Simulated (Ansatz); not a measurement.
Geometry optimisation, Ansatz, DFT r2SCAN, scalar-relativistic, plane waves, PAW.

input.yaml

```yaml
crystal:
  lattice:
    - [-4.746, -4.746, 0.0]
    - [4.746, -4.746, 0.0]
    - [0.0, 0.0, 6.445]
  atoms:
    - { symbol: Si, position: [0.1763, 0.5, 0.0] }
    - { symbol: Si, position: [0.0, 0.1763, 0.25] }
    - { symbol: Si, position: [0.8237, 0.5, 0.5] }
    - { symbol: Si, position: [0.0, 0.8237, 0.75] }
    - { symbol: O, position: [0.3058, 0.5396, 0.1992] }
    - { symbol: O, position: [0.9604, 0.3058, 0.4492] }
    - { symbol: O, position: [0.6942, 0.4604, 0.6992] }
    - { symbol: O, position: [0.0396, 0.6942, 0.9492] }
    - { symbol: O, position: [0.9604, 0.6942, 0.5508] }
    - { symbol: O, position: [0.6942, 0.5396, 0.3008] }
    - { symbol: O, position: [0.0396, 0.3058, 0.0508] }
    - { symbol: O, position: [0.3058, 0.4604, 0.8008] }
    - { symbol: Si, position: [0.6763, 0.0, 0.0] }
    - { symbol: Si, position: [0.5, 0.6763, 0.25] }
    - { symbol: Si, position: [0.3237, 0.0, 0.5] }
    - { symbol: Si, position: [0.5, 0.3237, 0.75] }
    - { symbol: O, position: [0.8058, 0.0396, 0.1992] }
    - { symbol: O, position: [0.4604, 0.8058, 0.4492] }
    - { symbol: O, position: [0.1942, 0.9604, 0.6992] }
    - { symbol: O, position: [0.5396, 0.1942, 0.9492] }
    - { symbol: O, position: [0.4604, 0.1942, 0.5508] }
    - { symbol: O, position: [0.1942, 0.0396, 0.3008] }
    - { symbol: O, position: [0.5396, 0.8058, 0.0508] }
    - { symbol: O, position: [0.8058, 0.9604, 0.8008] }
    - { symbol: As, position: [0.7545818, 0.0888973, 0.5105444], spin: 1.0 }
magnetization:
  spin_polarized: true
basis:
  ecutwfc: 500.0
kpoints:
  mp_grid: { grid: [2, 2, 2] }
hamiltonian:
  xc: r2scan
  pseudopotentials: { kind: paw, azcp: { folder: soft_1 } }
scf:
  occupations: { method: gaussian, width: 0.05 }
  lower_state_search: "off"
relax:
  f_tol: 0.03
  max_steps: 60
  adjacent_minimum: "off"
output:
  write_density: true
  write_potential: true
  elf: true
  volumetric_format: npy
```

Command:

```bash
$ ansatz run input.yaml --threads 4 --pin off --max-ram 10240MiB --backend cpu --events-out ev --progress --plain --runs-dir out
```

Question: Where does it end, and by what steps?

Answer: The run converged. Limits of this set-up: a small cell, in which the defect meets its images, a typed lattice constant that wasn't relaxed here. After 14 steps the energy has fallen by 5.540 eV; O17 moved furthest, 0.62 Å. Parted: O6–As25 (2.05 → 2.88 Å), O21–As25 (2.11 → 2.67 Å).

```csv
step,energy less start (eV),largest force component (eV/Å),accepted
0,0.0000,5.064,yes
1,-2.5003,3.287,yes
2,-4.1504,1.637,yes
3,-4.9108,0.993,yes
4,-5.1385,0.554,yes
5,-5.3018,0.721,yes
6,-5.3626,0.399,yes
7,-5.3967,0.365,yes
8,-5.4735,0.338,yes
9,-5.4652,0.453,no
10,-5.5212,0.173,yes
11,-5.5275,0.161,yes
12,-5.5360,0.118,yes
13,-5.5392,0.055,yes
14,-5.5400,0.026,yes
```

```xyz
25
Lattice="-4.7460 -4.7460 0.0000 4.7460 -4.7460 0.0000 0.0000 0.0000 6.4450" Properties=species:S:1:pos:R:3
Si 1.198 -3.287 -0.102
Si 0.947 -0.882 1.522
Si -1.508 -6.515 3.189
Si 3.701 -4.012 5.165
O 0.564 -4.081 1.160
O -3.038 -6.370 2.715
O -0.967 -5.461 4.264
O 2.786 -3.658 6.413
O -1.520 -7.943 3.883
O -0.575 -6.358 1.880
O 1.067 -1.688 0.145
O 0.622 -3.686 4.919
Si -2.975 -3.168 0.121
Si 0.819 -5.584 1.635
Si -1.382 -1.275 3.153
Si -0.986 -3.835 4.463
O -3.049 -4.184 1.367
O 1.805 -5.666 2.908
O 3.717 -5.534 4.663
O -1.538 -3.340 5.936
O -0.929 -2.822 3.140
O -0.588 -0.616 1.907
O 1.553 -6.376 0.435
O 0.513 -8.391 5.602
As -3.398 -3.684 3.701
```

Whether the end is a true minimum wasn't checked by a vibrational analysis.

Run time: 7.6 min on 4 threads of Arm Neoverse V2, on a shared host, peak memory 1.9 GiB.
